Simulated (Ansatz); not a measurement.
# Mg32O31: the cost of one run

Method: DFT PBEsol, plane waves, PAW, scalar-relativistic, no spin polarisation, in Ansatz 0.2.0.

The COD cell was measured well above room temperature, so it is larger than a cold one.

## (1) The structure to begin with

The cell holds 63 atoms (Mg32O31): a = 8.881 Å, b = 8.881 Å, c = 8.881 Å, α = 90.00°, β = 90.00°, γ = 90.00°.

Its coordinates follow in the input file.

## (2) End point A

The input, input.yaml:

```yaml
crystal:
  lattice:
    - [8.8806, 0.0, 0.0]
    - [0.0, 8.8806, 0.0]
    - [0.0, 0.0, 8.8806]
  atoms:
    - { symbol: Mg, position: [0.5028988, 0.0002213, 0.0010504] }
    - { symbol: O, position: [0.7489938, 0.2540256, 0.2530851] }
    - { symbol: Mg, position: [0.7511656, 0.2430867, -0.0026488] }
    - { symbol: O, position: [1.53e-05, 0.4996935, 0.2502951] }
    - { symbol: Mg, position: [0.7424575, -0.0043768, 0.2447132] }
    - { symbol: O, position: [0.0006735, 0.2520665, 0.499516] }
    - { symbol: Mg, position: [0.0028936, 0.0070232, 0.0004643] }
    - { symbol: O, position: [0.248238, 0.2508814, 0.2514263] }
    - { symbol: Mg, position: [0.245581, 0.2478372, 0.0016151] }
    - { symbol: O, position: [0.5023186, 0.4971852, 0.2527137] }
    - { symbol: Mg, position: [0.4987385, 0.5026688, 0.0043617] }
    - { symbol: O, position: [0.7472048, 0.7466498, 0.2499231] }
    - { symbol: Mg, position: [0.749694, 0.7562221, 0.0003706] }
    - { symbol: O, position: [0.0070703, -0.0045114, 0.2547523] }
    - { symbol: Mg, position: [0.2456447, 0.006349, 0.2448936] }
    - { symbol: O, position: [0.497527, 0.2490312, 0.4941969] }
    - { symbol: Mg, position: [0.5019467, 0.2457219, 0.2522708] }
    - { symbol: O, position: [0.7423245, 0.505116, 0.5051683] }
    - { symbol: Mg, position: [0.7501145, 0.4964833, 0.2465515] }
    - { symbol: O, position: [0.0014254, 0.7496257, 0.4988263] }
    - { symbol: Mg, position: [0.5006506, 0.0056709, 0.4977509] }
    - { symbol: O, position: [0.7477795, 0.2451852, 0.7519498] }
    - { symbol: Mg, position: [0.7481175, 0.2486937, 0.505311] }
    - { symbol: O, position: [0.0027326, 0.497813, 0.7510031] }
    - { symbol: Mg, position: [0.7483259, 0.0003135, 0.7541578] }
    - { symbol: O, position: [0.0013476, 0.2545343, -0.0011776] }
    - { symbol: Mg, position: [0.0038233, 0.5013102, -0.0051663] }
    - { symbol: O, position: [0.2534809, 0.7459472, 0.2506914] }
    - { symbol: Mg, position: [0.2510629, 0.7514484, -0.0051344] }
    - { symbol: O, position: [0.4984434, 0.0024252, 0.2522647] }
    - { symbol: Mg, position: [0.0032486, 0.253652, 0.2522181] }
    - { symbol: O, position: [0.2543008, 0.4981029, 0.4962148] }
    - { symbol: Mg, position: [0.2497717, 0.4937919, 0.2444599] }
    - { symbol: O, position: [0.5030773, 0.7556409, 0.4999721] }
    - { symbol: Mg, position: [0.4959388, 0.7566953, 0.2532782] }
    - { symbol: Mg, position: [-0.0075136, 0.0009364, 0.4977575] }
    - { symbol: O, position: [0.2485786, 0.2485855, 0.7490365] }
    - { symbol: Mg, position: [0.2554919, 0.2504026, 0.4991917] }
    - { symbol: O, position: [0.494471, 0.4979024, 0.7479375] }
    - { symbol: Mg, position: [0.4990227, 0.4997549, 0.5003169] }
    - { symbol: O, position: [0.7522351, 0.7495076, 0.7508672] }
    - { symbol: Mg, position: [0.7444435, 0.749741, 0.4982524] }
    - { symbol: O, position: [-0.0009954, 0.0097689, 0.7429853] }
    - { symbol: Mg, position: [0.2492303, -0.0036283, 0.74511] }
    - { symbol: O, position: [0.4947419, 0.2525632, 0.0010677] }
    - { symbol: Mg, position: [0.4991847, 0.2503368, 0.7485035] }
    - { symbol: O, position: [0.7493784, 0.4977507, 0.0027197] }
    - { symbol: Mg, position: [0.7521542, 0.4971986, 0.7506824] }
    - { symbol: O, position: [-0.0046148, 0.752729, -0.0001754] }
    - { symbol: Mg, position: [0.0011129, 0.7521104, 0.2508588] }
    - { symbol: O, position: [0.2474787, 0.0002746, 0.4962279] }
    - { symbol: Mg, position: [-0.001432, 0.4992306, 0.4999617] }
    - { symbol: O, position: [0.2507128, 0.7492972, 0.7538668] }
    - { symbol: Mg, position: [0.2472027, 0.7497441, 0.5028489] }
    - { symbol: O, position: [0.4983537, -0.0010128, 0.7482112] }
    - { symbol: Mg, position: [0.003106, 0.2561672, 0.7458046] }
    - { symbol: O, position: [0.2494539, 0.500841, 0.0039665] }
    - { symbol: Mg, position: [0.2516367, 0.5014842, 0.75277] }
    - { symbol: O, position: [0.4990497, 0.7479479, -0.000758] }
    - { symbol: Mg, position: [0.5003675, 0.7497799, 0.7501799] }
    - { symbol: O, position: [0.7483711, 0.0020812, 0.0027669] }
    - { symbol: Mg, position: [0.0036709, 0.7475059, 0.7563024] }
    - { symbol: O, position: [0.2507868, 0.0021735, 0.0019767] }
basis:
  ecutwfc: 420.0
kpoints:
  mp_grid: { grid: [1, 1, 1] }
hamiltonian:
  xc: pbesol
  pseudopotentials: { kind: paw, azcp: { folder: soft_1 } }
scf:
  occupations: { method: gaussian, width: 0.05 }
  lower_state_search: "off"
relax:
  f_tol: 0.03
  max_steps: 60
  adjacent_minimum: "off"
```

Command:

```console
$ ansatz run input.yaml --threads 4 --pin off --max-ram 10240MiB --backend cpu --events-out ev --progress --plain --runs-dir out
```

Q: Estimate wall time and peak memory on 4 threads of Intel Xeon Platinum 8259CL at 2.50GHz (Skylake/Cascade Lake), shared host.

About 13 s, with a peak of 0.96 GiB.
